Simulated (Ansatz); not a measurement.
# HfIn4SiO6 (C2) in Ansatz: band structure with PBEsol

Aim: the band structure of HfIn4SiO6 with PBEsol.

All numbers are computed with Ansatz 0.2.0; they aren't measurements. Logs are shortened: lines on timing, memory, paths and dates and some standing lists are left out, and cuts for length are marked.

### 1 The crystal as given

Symmetry: C2, No. 5, monoclinic system. The conventional cell has a = 5.432 Å, b = 9.407 Å, c = 7.636 Å, α = 90.00°, β = 104.07°, γ = 90.00°. Around Hf (site symmetry 2) lie 6 O at 2.13 to 2.14 Å. In (site symmetry 2) has 2 O at 2.73 Å and 4 In at 3.12 Å as nearest neighbours. In (site symmetry 2) is surrounded by 6 O at 2.23 Å. Around In (site symmetry 2) lie 2 O at 2.73 Å and 3 In at 3.07 to 3.12 Å. In (site symmetry 2) has 2 O at 2.73 Å and 3 In at 3.07 to 3.12 Å as nearest neighbours. Si (site symmetry 2) is surrounded by 6 O at 1.85 Å. Around O (site symmetry 1) lie 1 Si at 1.85 Å. Around O (site symmetry 1) lie 1 Si at 1.85 Å.

The cell was built by a generator and needn't be a form met in nature.

### 2 Band structure, PBEsol

File input.yaml:

```yaml
crystal:
  lattice:
    - [2.71585, -4.70357, 0.00833]
    - [2.71585, 4.70357, 0.00833]
    - [-1.87915, 0.0, 7.40127]
  atoms:
    - { symbol: Hf, position: [0.78835, 0.21165, 0.0] }
    - { symbol: In, position: [0.62175, 0.37825, 0.5] }
    - { symbol: In, position: [0.45502, 0.54498, 0.0] }
    - { symbol: In, position: [0.28407, 0.71593, 0.5] }
    - { symbol: In, position: [0.95814, 0.04186, 0.5] }
    - { symbol: Si, position: [0.12168, 0.87832, 0.0] }
    - { symbol: O, position: [0.06219, 0.11415, 0.86666] }
    - { symbol: O, position: [0.88585, 0.93781, 0.13334] }
    - { symbol: O, position: [0.7949, 0.53784, 0.86663] }
    - { symbol: O, position: [0.46216, 0.2051, 0.13337] }
    - { symbol: O, position: [0.15352, 0.62879, 0.13333] }
    - { symbol: O, position: [0.37121, 0.84648, 0.86667] }
hamiltonian:
  xc: pbesol
  pseudopotentials: { kind: paw }
kpoints:
  mp_grid: { grid: [6, 6, 4] }
  band_path:
    path:
      - [[0.0, 0.0, 0.0], [-0.333349007, -0.333349007, 0.0569735895], [-0.3635935574, -0.3635935574, 0.4067587612], [-0.3031044566, -0.3031044566, 0.7071884177], [0.0, 0.0, 0.5], [-0.5, 0.5, 0.5], [-0.6364064426, 0.3635935574, 0.5932412388]]
      - [[-0.6968955434, 0.3031044566, 0.2928115823], [-0.666650993, 0.333349007, -0.0569735895], [-0.5, 0.5, 0.0], [0.0, 0.0, 0.0], [-0.5, 0.0, 0.0]]
      - [[-0.5, 0.0, 0.5], [0.0, 0.0, 0.0]]
    npoints: 10
scf:
  occupations: { method: fermi_dirac, width: 0.05 }
  n_extra_bands: 30
output:
  forces: true
  stress: true
  eigenvalues: true
  fatbands: false
```

Potentials or basis: Ansatz PAW.

Started as:

```sh
$ ansatz run input.yaml --threads 8 --pin off --max-ram 20480MiB --backend cpu --events-out ev --progress --plain --runs-dir out
```

What it wrote:

```text
Warning: RAYON_NUM_THREADS=8 ignored (pool sized by the plan → 8); use --threads N
scf.n_extra_bands = 30 over 59 filled bands (N_el = 118.0): the run solves 89 bands
Engine: ansatz 0.2.0, x86_64-unknown-linux-gnu
Pseudopotentials: kind: paw
Pseudopotential: Hf, paw, valence charge 26, recommended cutoff 420 eV (normal), Hf.paw.azcp
Pseudopotential: In, paw, valence charge 13, recommended cutoff 420 eV (normal), In.paw.azcp
Pseudopotential: Si, paw, valence charge 4, recommended cutoff 420 eV (normal), Si.paw.azcp
Pseudopotential: O, paw, valence charge 6, recommended cutoff 420 eV (normal), O.paw.azcp
Functional definition: PBEsol
  exchange = pbesol_x
  correlation = pbesol_c
Crystal: 12 atoms, lattice volume = 189.238 Å³
Basis set: ecut = 420 eV, 3681 PW (Γ), exchange–correlation on 80×80×108 points (8 copies of the dense FFT grid, shifted against one another)
Bands: 89, of which v1, the nominal top of the filled ones, is band 59 counted from 1 (58 counted from 0)
Symmetry: 2 space group operations
Space group: C2 (ITA 5), of the structure as read, at distance tolerance 5.7e-5 Å
k-points: 47 of 144 (time reversal used)
Non-local potential: Hf, projectors of the file, l = 0: 3, l = 1: 2, l = 2: 2, l = 3: 3
Non-local potential: In, projectors of the file, l = 0: 2, l = 1: 2, l = 2: 2, l = 3: 2
Non-local potential: Si, projectors of the file, l = 0: 2, l = 1: 2, l = 2: 2
Non-local potential: O, projectors of the file, l = 0: 2, l = 1: 2, l = 2: 1
PAW form: soft (Blöchl's): semilocal exchange-correlation on the pseudo side does not see the compensation charge
PAW frozen core: Hf, regenerated for the run's functional, and the local potential with it (the file was generated under x = pbe(κ = 0.804, μ = 0.2195149727645171), c = pbe(β = 0.06672455060314922))
PAW frozen core: In, regenerated for the run's functional, and the local potential with it (the file was generated under x = pbe(κ = 0.804, μ = 0.2195149727645171), c = pbe(β = 0.06672455060314922))
PAW frozen core: Si, regenerated for the run's functional, and the local potential with it (the file was generated under x = pbe(κ = 0.804, μ = 0.2195149727645171), c = pbe(β = 0.06672455060314922))
PAW frozen core: O, regenerated for the run's functional, and the local potential with it (the file was generated under x = pbe(κ = 0.804, μ = 0.2195149727645171), c = pbe(β = 0.06672455060314922))
PAW one-centre angular grid: Hf, 590 points (default); XC on 64 Gauss nodes
PAW one-centre angular grid: In, 590 points (default); XC on 64 Gauss nodes
PAW one-centre angular grid: Si, 110 points (default); XC on 64 Gauss nodes
PAW one-centre angular grid: O, 110 points (default); XC on 64 Gauss nodes
Initial density: superposition of atomic densities (neutral atoms: chi_scale 0, normalization atom), corrected by the library's trained network
Initial wavefunctions: pseudopotential atomic-orbital guess
Functional: x = pbesol(κ = 0.804, μ = 0.12345679012345678), c = pbesol(β = 0.046)
SCF iter   1: F=—  HF=-41692.612130 eV  |F-HF|=—  |Δ(HF+E_count)|=         —  Δρ=1.60e-2  dr2=5.41e-1  ethr=1.77e-3  ⟨swp⟩=5.9  Hψ=18238  notcnv=0  defer=274
preconditioner: auto → LDOS  [metal: Δε(μ)=0.014 eV  Ē_g=17.777 eV  σ=0.050 eV  W_gap=0.07  n_scr=46 (ndim 8)  ℏωp=28.3 eV  f_vac=0.026  D(μ)=2.70/eV (n_scr^D=16)  β→1.0]
SCF iter   2: F=—  HF=-41692.648156 eV  |F-HF|=—  |Δ(HF+E_count)|=   3.60e-2  Δρ=1.98e-2  dr2=6.18e-1  ethr=4.59e-4  ⟨swp⟩=2.0  Hψ=7794  notcnv=0  defer=1042
SCF iter   3: F=—  HF=-41692.488368 eV  |F-HF|=—  |Δ(HF+E_count)|=   1.60e-1  Δρ=3.22e-3  dr2=1.95e-2  ethr=4.59e-4  ⟨swp⟩=2.0  Hψ=6091  notcnv=0  defer=1042
SCF iter   4: F=—  HF=-41692.483840 eV  |F-HF|=—  |Δ(HF+E_count)|=   4.53e-3  Δρ=6.38e-4  dr2=9.56e-4  ethr=1.65e-5  ⟨swp⟩=2.0  Hψ=5884  notcnv=0  defer=1042
SCF iter   5: F=—  HF=-41692.483010 eV  |F-HF|=—  |Δ(HF+E_count)|=   8.30e-4  Δρ=1.95e-4  dr2=7.93e-5  ethr=8.10e-7  ⟨swp⟩=2.0  Hψ=5906  notcnv=0  defer=1042
SCF iter   6: F=—  HF=-41692.483020 eV  |F-HF|=—  |Δ(HF+E_count)|=   9.32e-6  Δρ=5.84e-5  dr2=6.74e-6  ethr=6.72e-8  ⟨swp⟩=2.0  Hψ=6819  notcnv=0  defer=1042
SCF iter   7: F=—  HF=-41692.483022 eV  |F-HF|=—  |Δ(HF+E_count)|=   2.67e-6  Δρ=1.99e-5  dr2=8.88e-7  ethr=5.72e-9  ⟨swp⟩=2.0  Hψ=5454  notcnv=0  defer=1042
SCF iter   8: F=—  HF=-41692.483023 eV  |F-HF|=—  |Δ(HF+E_count)|=   4.58e-7  Δρ=7.53e-6  dr2=1.09e-7  ethr=7.53e-10  ⟨swp⟩=2.1  Hψ=5341  notcnv=0  defer=1042
SCF iter   9: F=-41692.483023 eV  HF=-41692.483023 eV  |F-HF|=8.10e-9  |Δ(HF+E_count)|=   1.97e-9  Δρ=2.85e-6  dr2=1.52e-8  ethr=8.47e-11  ⟨swp⟩=10.8  Hψ=21299  notcnv=0
SCF 1 converged in 9 iterations: F = -41692.483023 eV  dr2 = 1.52e-8
NSCF: frozen V_eff on 113 k-points
SCF converged after 9 iterations
Free energy (F): -41692.483023 eV
Harris-Foulkes:  -41692.483023 eV  (|F-HF|=8.10e-9)
Internal energy: -41692.458764 eV  (E = F + TS)
E sigma→0 (E₀):  -41692.470893 eV
Entropy (-TS):   -0.024259 eV (-2.022 meV/atom)
Fermi energy:    10.816293 eV
--- Per-component energies (eV) ---
  E_band       = -300.353541
  E_kinetic    = 2482.855462
  E_local      = -14829.403006  (includes V_loc(G=0)·N_el)
  E_nonlocal   = 547.736019
  E_hartree    = 6385.731633
  E_xc         = -1643.820636
  E_vxc        = -1273.708646  (∫ρ·V_xc dr)
  E_paw        = -24551.471058  (= ΣΔE_a)
  E_vpaw       = 0.692359  (= ΣTr[D̂ρ^β])
  E_aug_tail   = 0.014610  (compensation charges beyond the density's cutoff)
  E_ewald      = -10086.539776
  E_core_change = 2.437990  (= ΣΔE_core)
  E_smearing   = -0.024259  (= −TS)
  E_closure    = 0.000000  (closes the sum)
  Σ components = -41692.483023   (vs F -41692.483023, Δ=0.00e0)
--- Forces (eV/Å), atoms counted from 1 ---
  atom   1  Hf     0.00000000     0.00721946    -0.00000000
  atom   2  In    -0.00000000    -0.00371021     0.00000000
  atom   3  In    -0.00000000     0.00143907     0.00000000
  atom   4  In     0.00000000     0.02877832     0.00000000
  atom   5  In     0.00000000    -0.02621177    -0.00000000
  atom   6  Si    -0.00000000     0.00433633     0.00000000
  atom   7  O     -0.00221874     0.04289054     0.17952527
  atom   8  O      0.00221874     0.04289054    -0.17952527
  atom   9  O     -0.03633570    -0.02932565     0.17699293
  atom  10  O      0.03633570    -0.02932565    -0.17699293
  atom  11  O     -0.03479934    -0.01944049    -0.17621066
  atom  12  O      0.03479934    -0.01944049     0.17621066
  max |Σ_I F_I| component: 1.00e-4 eV/Å
--- Stress (GPa, compression-positive) ---
       -4.524807       0.000000       0.011840
        0.000000      -4.591387      -0.000000
        0.011840      -0.000000      -4.046896
  P = ⅓ Tr σ = -4.3877 GPa (-43.877 kbar)
--- Band table (eV; the first three rows and the last of 47) ---
  k-point 0: bands = ["-52.8331", "-21.6307", "-21.6307", "-21.6144", "-10.7298", "-9.2216", "-9.2164", "-8.5253", "-8.3314", "-8.3194", "-4.7256", "-4.7252", "-4.7059", "-4.4901", "-4.4834", "-4.0596", "-3.9046", "-3.8992", "-3.8587", "-3.8577", "-3.8436", "-3.8420", "-3.7482", "-3.7463", "-3.7316", "-3.7274", "-3.6798", "-3.6756", "-3.6534", "-3.6527", "-2.7218", "-2.7126", "-2.7122", "-2.6755", "-2.6751", "-2.6734", "-2.6586", "0.8830", "2.2313", "3.0583", "3.0605", "3.8470", "4.0333", "4.4047", "4.4147", "5.0590", "5.1600", "5.1748", "6.0428", "6.3047", "6.4347", "6.6513", "6.7486", "6.7943", "7.1668", "7.2677", "9.9533", "10.1603", "10.4698", "10.6082", "10.7806", "10.8205", "11.3045", "11.6960", "12.6661", "12.9962", "13.0291", "14.9720", "16.0323", "16.4921", "16.5621", "16.8068", "17.3603", "17.4021", "17.5838", "18.1937", "18.4147", "19.0648", "19.1962", "19.3683", "20.0172", "20.2740", "20.3612", "20.5996", "20.9792", "22.1130", "22.3182", "22.4549", "22.7399"]
  k-point 1: bands = ["-52.8331", "-21.6307", "-21.6307", "-21.6144", "-10.7273", "-9.2199", "-9.2182", "-8.5324", "-8.3258", "-8.3248", "-4.7255", "-4.7253", "-4.7037", "-4.4867", "-4.4867", "-4.0545", "-3.9046", "-3.8992", "-3.8583", "-3.8581", "-3.8434", "-3.8422", "-3.7483", "-3.7464", "-3.7312", "-3.7274", "-3.6790", "-3.6760", "-3.6536", "-3.6531", "-2.7219", "-2.7124", "-2.7123", "-2.6753", "-2.6753", "-2.6734", "-2.6587", "0.9272", "2.3213", "3.0578", "3.0614", "3.6134", "4.0457", "4.4099", "4.4105", "4.6511", "5.1652", "5.1671", "6.3656", "6.3662", "6.5988", "6.7683", "6.7764", "6.8409", "7.2157", "7.2208", "10.0558", "10.0566", "10.2061", "10.6200", "10.7422", "10.7793", "10.8410", "12.2832", "12.7894", "13.0097", "13.0134", "14.6912", "16.1937", "16.2086", "16.6610", "17.0975", "17.1282", "17.3762", "17.7266", "18.1850", "18.2082", "19.2395", "19.2715", "19.3806", "19.6845", "20.6073", "20.6414", "20.7864", "21.0436", "21.4725", "22.2440", "22.6347", "22.6965"]
  k-point 2: bands = ["-52.8331", "-21.6307", "-21.6307", "-21.6144", "-10.7247", "-9.2233", "-9.2148", "-8.5394", "-8.3303", "-8.3204", "-4.7258", "-4.7250", "-4.7016", "-4.4900", "-4.4833", "-4.0495", "-3.9046", "-3.8992", "-3.8589", "-3.8575", "-3.8430", "-3.8426", "-3.7485", "-3.7464", "-3.7309", "-3.7274", "-3.6821", "-3.6727", "-3.6536", "-3.6536", "-2.7219", "-2.7125", "-2.7123", "-2.6755", "-2.6751", "-2.6734", "-2.6587", "0.9725", "2.4730", "3.0573", "3.0621", "3.2843", "4.0522", "4.4061", "4.4149", "4.4896", "5.1569", "5.1741", "6.3040", "6.4347", "6.6281", "6.7415", "6.8002", "7.1626", "7.2701", "7.4535", "9.6903", "9.9629", "10.1602", "10.6226", "10.6744", "10.7741", "10.8204", "12.4613", "12.9938", "13.0298", "13.0841", "14.3659", "16.0238", "16.4824", "16.7468", "16.8044", "17.2762", "17.3477", "17.6102", "18.1247", "18.4561", "19.1778", "19.3432", "19.5175", "19.9696", "20.2379", "20.6196", "20.7157", "21.2470", "21.4821", "22.1154", "22.6477", "22.6618"]
  k-point 46: bands = ["-52.8331", "-21.6386", "-21.6320", "-21.6139", "-10.2466", "-9.4484", "-9.0139", "-8.7358", "-8.7127", "-8.3621", "-4.7359", "-4.7232", "-4.6931", "-4.4838", "-4.4669", "-4.1499", "-3.9589", "-3.9415", "-3.9408", "-3.8992", "-3.8718", "-3.8296", "-3.8175", "-3.7156", "-3.7151", "-3.6987", "-3.6299", "-3.6201", "-3.5819", "-3.4320", "-2.7227", "-2.7148", "-2.7130", "-2.6941", "-2.6814", "-2.6657", "-2.6434", "1.3893", "2.7718", "2.9737", "3.3403", "3.6557", "3.8338", "4.3651", "4.4281", "4.8774", "5.1325", "5.1817", "5.7852", "5.8524", "6.2025", "6.2529", "6.4358", "6.9907", "7.2442", "7.5024", "7.7519", "8.5577", "8.8853", "11.6646", "12.2012", "12.7802", "12.9056", "13.0377", "13.6730", "14.8521", "15.2185", "15.3306", "15.6087", "15.9149", "16.2008", "16.3448", "16.7136", "16.8164", "16.9840", "17.2542", "17.7190", "18.0414", "19.0557", "20.0378", "20.1552", "20.4507", "20.7003", "20.8840", "21.0423", "21.2996", "21.5159", "21.9514", "22.0779"]
```

Wall time 9.9 s (8 threads of AMD EPYC 9B45 (Zen 5), shared host); peak memory 1.8 GiB.

Results:

* Free energy: -41692.4830 eV
* Pressure: -4.4 GPa
* Largest force: 0.185 eV/Å
* Band gap on the k mesh: none (metal or under the smearing width)

Forces in eV/Å, atoms in the order of the input:
```
Hf   0.000  0.007  0.000
In   0.000 -0.004  0.000
In   0.000  0.001  0.000
In   0.000  0.029  0.000
In   0.000 -0.026  0.000
Si   0.000  0.004  0.000
O   -0.002  0.043  0.180
O    0.002  0.043 -0.180
O   -0.036 -0.029  0.177
O    0.036 -0.029 -0.177
O   -0.035 -0.019 -0.176
O    0.035 -0.019  0.176
```

Stress tensor (GPa, compression positive):
```
-4.52  0.00  0.01
 0.00 -4.59  0.00
 0.01  0.00 -4.05
```

Levels at the corners of the path, in eV from the Fermi level:
| point | band 55 | band 56 | band 57 | band 58 | band 59 | band 60 | band 61 | band 62 | band 63 | band 64 |
| --- | --- | --- | --- | --- | --- | --- | --- | --- | --- | --- |
| Γ | -3.65 | -3.55 | -0.86 | -0.66 | -0.35 | -0.21 | -0.04 | 0.00 | 0.49 | 0.88 |
| Y | -3.77 | -3.70 | -3.41 | -3.34 | 1.26 | 1.36 | 1.48 | 1.91 | 2.05 | 2.13 |
| F | -3.81 | -3.68 | -3.20 | -3.12 | 0.91 | 1.13 | 1.59 | 1.72 | 2.29 | 2.35 |
| H | -3.90 | -3.54 | -3.32 | -3.18 | 1.05 | 1.29 | 1.54 | 1.56 | 1.81 | 2.28 |
| Z | -3.55 | -3.36 | -1.13 | -0.85 | -0.66 | -0.19 | -0.14 | -0.04 | 0.00 | 1.65 |
| I | -3.57 | -3.31 | -3.06 | -2.26 | -1.93 | 0.85 | 1.38 | 1.96 | 2.09 | 2.22 |
| F1 | -3.81 | -3.68 | -3.20 | -3.12 | 0.91 | 1.13 | 1.59 | 1.72 | 2.29 | 2.35 |
| H1 | -3.90 | -3.54 | -3.32 | -3.18 | 1.05 | 1.29 | 1.54 | 1.56 | 1.81 | 2.28 |
| Y1 | -3.77 | -3.70 | -3.41 | -3.34 | 1.26 | 1.36 | 1.48 | 1.91 | 2.05 | 2.13 |
| X | -3.73 | -3.61 | -3.47 | -2.18 | -1.76 | 1.20 | 1.57 | 1.66 | 2.01 | 2.25 |
| Γ | -3.65 | -3.55 | -0.86 | -0.66 | -0.35 | -0.21 | -0.04 | 0.00 | 0.49 | 0.88 |
| N | -3.65 | -3.57 | -3.34 | -2.26 | -1.96 | 1.12 | 1.49 | 1.89 | 1.99 | 2.17 |
| M | -3.58 | -3.41 | -3.15 | -2.16 | -1.76 | 0.93 | 1.35 | 1.93 | 2.03 | 2.13 |
| Γ | -3.65 | -3.55 | -0.86 | -0.66 | -0.35 | -0.21 | -0.04 | 0.00 | 0.49 | 0.88 |

Caveat: the pressure holds a Pulay correction of +0.5 GPa for the finite cutoff; spin-orbit coupling is left out, which moves the levels of the heavy elements; the PAW data sets come from PBE, with cores solved anew for the run's functional, which leaves a small shift of forces and pressure.
